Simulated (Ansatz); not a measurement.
# F4H2OSi: the cost of one run

Method: RKS B3LYP-D4/6-31G*, in Ansatz 0.2.0.

## Step 1: The starting structure

Bond lengths: Si1–F2 1.940 Å, Si1–F3 1.590 Å, Si1–F4 1.589 Å, Si1–F5 1.589 Å, Si1–O6 1.980 Å, O6–H7 1.010 Å. Angles: F2–Si1–F3 109.5°, F2–Si1–F4 109.5°, F2–Si1–F5 109.5°, F2–Si1–O6 71.6°, F3–Si1–F4 109.5°, F3–Si1–F5 109.5°, F3–Si1–O6 178.9°, F4–Si1–F5 109.5°, F4–Si1–O6 70.0°, F5–Si1–O6 70.0°, Si1–O6–H7 109.5°.

Coordinates:

```xyz
8

Si    0.0000    0.0000    0.0000
F     0.0000    0.0000    1.9400
F     1.4994    0.0000   -0.5295
F    -0.7489    1.2974   -0.5295
F    -0.7489   -1.2974   -0.5295
O    -1.8790    0.0000    0.6243
H    -2.4241   -0.6297    0.0530
H    -1.1493    0.0000    1.6846
```

## Step 2: A restrained relaxation towards end A

Springs on the bonds that form and break draw the guess towards this end; the thresholds are loose.

Contents of input.yaml:

```yaml
crystal:
  periodic: [false, false, false]
  atoms:
    - { symbol: Si, position_ang: [0.0, 0.0, 0.0] }
    - { symbol: F, position_ang: [0.0, 0.0, 1.94] }
    - { symbol: F, position_ang: [1.4994, 0.0, -0.5295] }
    - { symbol: F, position_ang: [-0.7489, 1.2974, -0.5295] }
    - { symbol: F, position_ang: [-0.7489, -1.2974, -0.5295] }
    - { symbol: O, position_ang: [-1.879, 0.0, 0.6243] }
    - { symbol: H, position_ang: [-2.4241, -0.6297, 0.053] }
    - { symbol: H, position_ang: [-1.1493, 0.0, 1.6846] }
basis:
  gaussian: { orbitals: "6-31G*" }
hamiltonian:
  xc: b3lyp
  dispersion: d4
relax:
  f_tol: 0.15
  max_steps: 25
  restrain:
    - { distance: [0, 5], at: 2.88, k: 30.0 }
    - { distance: [7, 1], at: 2.12, k: 30.0 }
    - { distance: [0, 1], at: 1.59, k: 30.0 }
    - { distance: [7, 5], at: 1.01, k: 30.0 }
output:
  orbitals: {}
```

Started as:

```console
$ ansatz run input.yaml --threads 2 --pin off --max-ram 3072MiB --backend cpu --events-out ev --progress --plain --runs-dir out
```

**Question.** How long does this run take on 2 threads of Arm Neoverse V2, shared host, and how much memory does it need?

About 21 s, with a peak of 0.2 GiB.
